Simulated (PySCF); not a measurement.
# C3H9FSeSi2: the cost of one run

Programs: PySCF 2.14.0, with density-fitted response routines of our own. Each step states its level of theory. These are calculated values for one molecule in the gas phase, unless marked as measured. Atoms are numbered from 0 throughout.

## (1) Starting geometry

16 atoms, charge 0, multiplicity 1; geometry from: GFN2-xTB.

Bonds of the start (Å): F0–C1 1.35, C1–C2 1.32, C2–Se3 1.89, Se3–Si4 2.31, Si4–C5 1.90, C5–Si6 1.91, C1–H7 1.08, C2–H8 1.08, Si4–H9 1.46, Si4–H10 1.47, C5–H11 1.09, C5–H12 1.09, Si6–H13 1.46, Si6–H14 1.46, Si6–H15 1.46.

## (2) TDDFT and polarisability: CAM-B3LYP/def2-SVPD

What the job is given:

```
{"job": {"kind": "uv", "xc": "CAM-B3LYP", "basis": "def2-SVPD", "nstates": 8, "ntriplets": 3}, "charge": 0, "multiplicity": 1}
F      3.359032    -1.248419    -1.748064
C      2.223650    -1.763854    -1.243621
C      1.662895    -1.256605    -0.159238
Se     0.090487    -1.989495     0.590957
Si    -0.618712    -0.079284     1.672468
C     -0.668446     1.380782     0.461308
Si    -1.741686     1.139194    -1.101076
H      1.856286    -2.602143    -1.815724
H      2.105899    -0.418718     0.358932
H     -1.930037    -0.463787     2.185451
H      0.335240     0.163949     2.761943
H      0.349292     1.611214     0.142988
H     -1.020499     2.258688     1.001817
H     -1.218785     0.020002    -1.883014
H     -1.670303     2.372374    -1.888072
H     -3.121911     0.885046    -0.687160
```

Method: TDDFT CAM-B3LYP/def2-SVPD, vertical, gas phase, core orbitals frozen in the response.

Run with:

```sh
OMP_NUM_THREADS=1 python probes_run.py task.json out
```

One launch serves the whole session: the jobs run in the order shown.

**Question.** How long does this job take on 1 thread of Intel Xeon 6975P-C, shared host, and how much memory does it need?

About 54 s, with a peak of 1.2 GiB.
